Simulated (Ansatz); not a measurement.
# CH4AlOS radical: a ladder of functionals and wavefunction methods

The task here is to estimate one member of a computed series from the others.

Program: Ansatz 0.2.0, Gaussian basis. Level of theory: functionals in def2-TZVPP, the program's frozen cores in correlated methods. These are calculated values, not measurements.

Levels to be run: LDA (SPW92), PBE-D4, revPBE-D4, BLYP-D4, r2SCAN-D4, B97M-V, PBE0-D4, B3LYP-D4, r2SCANh-D4, r2SCAN0-D4, HSE06-D4, BHLYP-D4, CAM-B3LYP-D4, LC-ωPBE, ωB97X-V, ωB97M-V, B2PLYP, PBE-QIDH; CCSD(T)/def2-SVP; CCSD(T)/def2-TZVPP; MP2/def2-QZVPP; extrapolation to the limit; RPA on PBE.

**Structure used throughout**

The geometry comes from an earlier relaxation with PBE0-D4 in a triple-zeta def2 set; it is a stationary point, not always the lowest conformer.

8 atoms, charge 0, spin multiplicity 2.

Atoms are counted from 1 here; the program's logs count them from 0.

Bond lengths: C1–O2 1.399 Å, C1–H5 1.095 Å, C1–H6 1.097 Å, C1–H7 1.095 Å, O2–Al3 1.681 Å, Al3–S4 2.211 Å, S4–H8 1.343 Å. Angles: O2–C1–H5 110.0°, O2–C1–H6 112.4°, O2–C1–H7 110.0°, H5–C1–H6 108.1°, H5–C1–H7 108.0°, H6–C1–H7 108.1°, C1–O2–Al3 138.7°, O2–Al3–S4 117.4°, Al3–S4–H8 93.1°.

The first run:

Input file in.yaml:

```yaml
crystal:
  periodic: [false, false, false]
  atoms:
    - {symbol: C, position_ang: [0.012681, 1.389883, 0.390136]}
    - {symbol: O, position_ang: [0.731437, 0.585062, -0.499891]}
    - {symbol: Al, position_ang: [0.776725, -1.019627, -0.998362]}
    - {symbol: S, position_ang: [-0.666064, -2.414810, -0.070997]}
    - {symbol: H, position_ang: [-0.477118, 2.204065, -0.153458]}
    - {symbol: H, position_ang: [-0.758239, 0.828792, 0.931872]}
    - {symbol: H, position_ang: [0.691386, 1.833407, 1.125681]}
    - {symbol: H, position_ang: [-0.218708, -3.463872, -0.780782]}
basis:
  gaussian: {orbitals: def2-TZVPP}
magnetization: {spin_polarized: true, initial_magnetization: 1}
hamiltonian: {xc: lda}
output: {orbitals: {seedname: orbitals}}
```

Run with:

```
ansatz run in.yaml --threads 4 --pin off --events-out ev --progress --plain --max-ram 10444MiB
```

Steps of the session up to this table: LDA; PBE-D4 (GGA); revPBE-D4 (GGA); BLYP-D4 (GGA); r2SCAN-D4 (meta-GGA); B97M-V (meta-GGA); PBE0-D4 (hybrid); B3LYP-D4 (hybrid); r2SCANh-D4 (hybrid); r2SCAN0-D4 (hybrid); HSE06-D4 (hybrid); BHLYP-D4 (hybrid); CAM-B3LYP-D4 (range-separated); LC-ωPBE (range-separated); ωB97X-V (range-separated); ωB97M-V (range-separated); B2PLYP (double hybrid); PBE-QIDH (double hybrid).

One table of the session follows, with a row left open; its other results are not shown here.

It belongs to the step «Orbital energies across the functionals». 

```
  functional  HOMO (eV)  LUMO (eV)  gap (eV)
 LDA (SPW92)      -5.02      -3.82      1.20
      PBE-D4      -5.03      -3.48      1.55
   revPBE-D4      -5.01      -3.33      1.68
     BLYP-D4      -4.81      -3.49      1.32
   r2SCAN-D4          ?          ?         ?
      B97M-V      -4.97      -3.96      1.01
     PBE0-D4      -6.05      -2.66      3.39
    B3LYP-D4      -5.78      -3.02      2.76
  r2SCANh-D4      -5.69      -2.80      2.89
  r2SCAN0-D4      -6.25      -2.47      3.78
    HSE06-D4      -5.65      -3.04      2.62
    BHLYP-D4      -6.86      -1.99      4.87
CAM-B3LYP-D4      -7.19      -1.88      5.31
     LC-ωPBE      -8.57      -0.53      8.04
     ωB97X-V      -8.09      -1.01      7.08
     ωB97M-V      -7.67      -1.26      6.41
```

Q: Estimate the row for r2SCAN-D4 from the others.

Worked estimate for «HOMO (eV)». Against the share of exact exchange, r2SCANh-D4 (0.1, -5.69), r2SCAN0-D4 (0.25, -6.25) give a slope of -3.73 per unit share; at 0 the line stands at -5.32.

**Answer.** HOMO (eV): -5.33; LUMO (eV): -3.03; gap (eV): 2.30. In «HOMO (eV)» the line misses by +0.01.
